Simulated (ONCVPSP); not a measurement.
# Pseudopotential generation for lutetium: ONCV, PBE

Do these settings give a usable potential? It is generated, then checked for transferability, scattering, ghosts and hardness.

The numbers are computed with ONCVPSP 4.0.1 (PBE, scalar-relativistic, spin-unpolarised reference atom).

## (1) Starting point

The settings as typed:

* element: lutetium (Lu, Z = 71)
* type: optimised norm-conserving Vanderbilt (ONCV)
* frozen core: [Kr] 4d10
* valence charge: 25
* reference configuration: 4f13.5 5s2 5p6 5d1.5 6s2
* partial waves: 5s+6s: rc 2.15 bohr, ncon 4, nbas 8, qcut 7 1/bohr, 2 projectors; 5p: rc 1.60 bohr, ncon 4, nbas 8, qcut 8.2 1/bohr, 2 projectors, debl 2.2 Ha; 5d: rc 2.65 bohr, ncon 5, nbas 9, qcut 5.9 1/bohr, 2 projectors, debl 2.5 Ha; 4f: rc 1.05 bohr, ncon 4, nbas 9, qcut 13.4 1/bohr, local
* local potential: the f channel
* core correction: polynomial model core, fcfact 0.25

An earlier all-electron run gives the scale for the radii.

All-electron outer shells of the reference configuration (PBE, scalar-relativistic, ld1.x):

```csv
shell,level (eV),outermost node (bohr),outermost maximum (bohr)
4d,-195.90,0.23,0.48
5s,-63.14,0.57,1.04
5p,-33.30,0.61,1.19
4f,-13.13,–,0.47
6s,-4.86,1.40,3.00
5d,-2.28,0.68,1.75
6p,-1.38,1.71,4.16
```

## (2) The generation run

Contents of Lu.dat:

```
# ATOM AND REFERENCE CONFIGURATION
# atsym  z   nc   nv     iexc    psfile
  Lu 71.00    9    5        4      upf
#
#   n    l    f
    1    0    2.00
    2    0    2.00
    2    1    6.00
    3    0    2.00
    3    1    6.00
    3    2   10.00
    4    0    2.00
    4    1    6.00
    4    2   10.00
    4    3   13.50
    5    0    2.00
    5    1    6.00
    5    2    1.50
    6    0    2.00
#
# PSEUDOPOTENTIAL AND OPTIMIZATION
# lmax
    3
#
#   l,   rc,      ep,       ncon, nbas, qcut
    0    2.15    0.00    4    8    7.00
    1    1.60    0.00    4    8    8.20
    2    2.65    0.00    5    9    5.90
    3    1.05    0.00    4    9   13.40
#
# LOCAL POTENTIAL
# lloc, lpopt,  rc(5),   dvloc0
    3    5    1.05    0.00
#
# VANDERBILT-KLEINMAN-BYLANDER PROJECTORs
# l, nproj, debl
    0    2    1.50
    1    2    2.20
    2    2    2.50
    3    0    1.00
#
# MODEL CORE CHARGE
# icmod, fcfact, rcfact
    1    0.25    0.00
#
# LOG DERIVATIVE ANALYSIS
# epsh1, epsh2, depsh
   -4.00    5.00    0.02
#
# OUTPUT GRID
# rlmax, drl
    6.00    0.01
#
# TEST CONFIGURATIONS
# ncnf
    4
# nvcnf
#   n    l    f
    5
    4    3   14.00
    5    0    2.00
    5    1    6.00
    5    2    1.00
    6    0    2.00
#
    5
    4    3   14.00
    5    0    2.00
    5    1    6.00
    5    2    1.00
    6    0    1.00
#
    5
    4    3   14.00
    5    0    2.00
    5    1    6.00
    5    2    1.00
    6    0    0.00
#
    6
    4    3   14.00
    5    0    2.00
    5    1    6.00
    5    2    1.00
    6    0    1.00
    6    1    1.00
#
```

Command:

```bash
$ oncvpsp.x < Lu.dat > Lu.out
```

What does the calculation give? Wanted: cutoffs for 1 and 0.1 mHa per electron, occupied waves; bound ghosts; GHOST(+) flags; largest test error; largest phase difference near zero energy, channels read; rms error of d²Exc/dn², without and with the model core.

**Answer**, as computed:

| quantity | value |
| --- | --- |
| cutoffs for 1 and 0.1 mHa per electron, occupied waves | 204 Ha and 322 Ha |
| bound ghosts | s at -488.59 eV, p at -102.01 eV |
| GHOST(+) flags | d at 270 eV |
| largest test error (AE − PS) | -56 meV, for 4f14 5s2 5p6 5d1 6s2 |
| largest phase difference near zero energy, channels read | 0.030 rad |
| rms error of d²Exc/dn², without and with the model core | 4.39 and 2.12 mHa |

What this shows: It has a bound ghost (s, p), a state that the atom doesn't have, and that rules the file out. Close by lies the frozen 4s level (-489.9 eV). By total energies transferability is fair: the largest error is 56 meV on 4.7 eV, for 4f14 5s2 5p6 5d1 6s2. The potential is very hard: the looser tolerance needs 204 Ha. At the looser tolerance the 4f wave is the slowest; 5p needs 24 Ha. Near zero energy the phases of the channels with partial waves that could be evaluated agree within 0.030 rad. The program also flags highly localised states, GHOST(+) (d). These are tests on the free atom; a crystal test is still owed.
